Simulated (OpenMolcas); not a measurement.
**PBE50/ANO-RCC-VDZP (DKH1) run of C2HCl2F3 (2,2-Dichloro-1,1,1-trifluoroethane)**

What is the vertical ionisation energy of C2HCl2F3 (2,2-Dichloro-1,1,1-trifluoroethane) at PBE50/ANO-RCC-VDZP (DKH1)? 

The results are computed with OpenMolcas 26.06.

### 1 The structure to begin with

C2HCl2F3: 8 atoms, total charge 0, spin state singlet. SMILES: `FC(F)(F)C(Cl)Cl`. The shape is that of a GFN2-xTB optimisation.

Bond lengths: F1–C2 1.336 Å, C2–F3 1.336 Å, C2–F4 1.328 Å, C2–C5 1.533 Å, C5–Cl6 1.772 Å, C5–Cl7 1.773 Å, C5–H8 1.093 Å. Some angles: F1–C2–F3 106.7°, F1–C2–F4 107.5°, F1–C2–C5 110.9°, F3–C2–F4 107.5°, F3–C2–C5 110.9°, F4–C2–C5 113.0°, C2–C5–Cl6 108.9°, C2–C5–Cl7 108.9°, Cl6–C5–Cl7 111.4°, C2–C5–H8 109.4°.

### 2 A single-point energy at PBE50/ANO-RCC-VDZP (DKH1)

The input, job.input:

```
&GATEWAY
 Coord
 8
 bohr
 F     -0.41162014    -2.56483078     2.16961346
 C      0.34047196    -1.42252913     0.04660065
 F      2.81527619    -1.86961944    -0.18156489
 F     -0.81307356    -2.55659158    -1.87150916
 C     -0.18812224     1.42373856     0.16221409
 Cl    -3.47737953     1.90117786     0.56903433
 Cl     0.91496760     2.84600313    -2.66402251
 H      0.81946084     2.24263248     1.76961513
 Basis=ANO-RCC-VDZP
 Group=NoSym

&SEWARD
 Relativistic=R01O00
 Expert

&SCF
 KSDFT=HYB_GGA_XC_PBE50
 PrOrbitals=1 1
```

Launch:

```bash
$ export MOLCAS_MEM=1860
$ pymolcas job.input > job.log
```

Output:

```text
--- Start Module: gateway ---
[...]
--- Stop Module: gateway /rc=_RC_ALL_IS_WELL_ ---
--- Start Module: seward ---
[...]
 ###    WARNING:  EXPERT option is ON!                                       ###
 ###############################################################################
               SEWARD will generate:
[...]
      Basis functions          111
--- Stop Module: seward /rc=_RC_ALL_IS_WELL_ ---
[...]
--- Start Module: scf ---
[...]
       Convergence after  12 Iterations
[...]
::    Total KS-DFT energy                           -1300.0353290007
[...]
      Total spin, S                                     0.0000000000
[...]
      Total electronic charge=   74.000000
      Total            charge=   -0.000000
[...]
      Dipole Moment (debye):
      Origin of the operator (angstrom)=   -0.1976    0.1235   -0.2325
                   X=  3.3151E-01               Y=  1.3888E+00               Z=  8.6253E-01           Total=  1.6681E+00
      Quadrupole Moment (debye*angstrom):
[...]
--- Stop Module: scf /rc=_RC_ALL_IS_WELL_ ---
[...]
```

Wall time 42 s (1 thread of Arm Neoverse V2, shared host); peak memory 0.67 GiB.

### 3 The doublet cation, same level

The input, job.inp:

```
&GATEWAY
Coord
8
bohr
F     -0.41162014    -2.56483078     2.16961346
C      0.34047196    -1.42252913     0.04660065
F      2.81527619    -1.86961944    -0.18156489
F     -0.81307356    -2.55659158    -1.87150916
C     -0.18812224     1.42373856     0.16221409
Cl    -3.47737953     1.90117786     0.56903433
Cl     0.91496760     2.84600313    -2.66402251
H      0.81946084     2.24263248     1.76961513
Basis = ANO-RCC-VDZP
Group = NoSym
&SEWARD
Relativistic = R01O00
Expert
&SCF
UHF
Charge = 1
Spin = 2
KSDFT = HYB_GGA_XC_PBE50
PrOrbitals = 1 1
```

Launch:

```bash
$ export MOLCAS_MEM=1860
$ pymolcas job.inp > job.log
```

Output:

```text
--- Start Module: gateway ---
[...]
--- Stop Module: gateway /rc=_RC_ALL_IS_WELL_ ---
--- Start Module: seward ---
[...]
 ###    WARNING:  EXPERT option is ON!                                       ###
 ###############################################################################
               SEWARD will generate:
[...]
      Basis functions          111
--- Stop Module: seward /rc=_RC_ALL_IS_WELL_ ---
[...]
--- Start Module: scf ---
[...]
       Convergence after  45 Iterations
[...]
::    Total KS-DFT energy                           -1299.5841335099
[...]
      Total spin, S                                     0.5026440932
[...]
      Total electronic charge=   73.000000
      Total            charge=    1.000000
[...]
      Dipole Moment (debye):
      Origin of the operator (angstrom)=   -0.1976    0.1235   -0.2325
                   X= -8.6411E-01               Y=  5.1420E+00               Z=  2.3268E-01           Total=  5.2193E+00
      Center of Charge (angstrom)
[...]
--- Stop Module: scf /rc=_RC_ALL_IS_WELL_ ---
[...]
```

Wall time 1.7 min (1 thread of Arm Neoverse V2, shared host); peak memory 0.67 GiB.

### 4 Results

Level: PBE50/ANO-RCC-VDZP (DKH1).

```
                                          quantity           value
                    singlet C2HCl2F3: total energy  -1300.03533 Eh
                   singlet C2HCl2F3: dipole moment          1.67 D
                     singlet C2HCl2F3: HOMO energy       -10.87 eV
                     singlet C2HCl2F3: LUMO energy         0.24 eV
                   singlet C2HCl2F3: HOMO–LUMO gap        11.11 eV
                      doublet cation: total energy  -1299.58413 Eh
doublet cation: HOMO energy (highest over α and β)       -16.57 eV
 doublet cation: LUMO energy (lowest over α and β)       -13.55 eV
                              doublet cation: ⟨S²⟩           0.755
vertical ionisation energy (to the doublet cation)       12.278 eV
```

What this shows: The vertical ionisation energy comes to 12.28 eV (283 kcal/mol). −ε(HOMO) before ionisation, 10.87 eV, is 1.41 eV below this ionisation energy. Mulliken charges (singlet C2HCl2F3) run from -0.23 on F1 to +0.70 on C2; they depend strongly on the basis. Mulliken charges (doublet cation) run from -0.17 on F3 to +0.69 on C2.
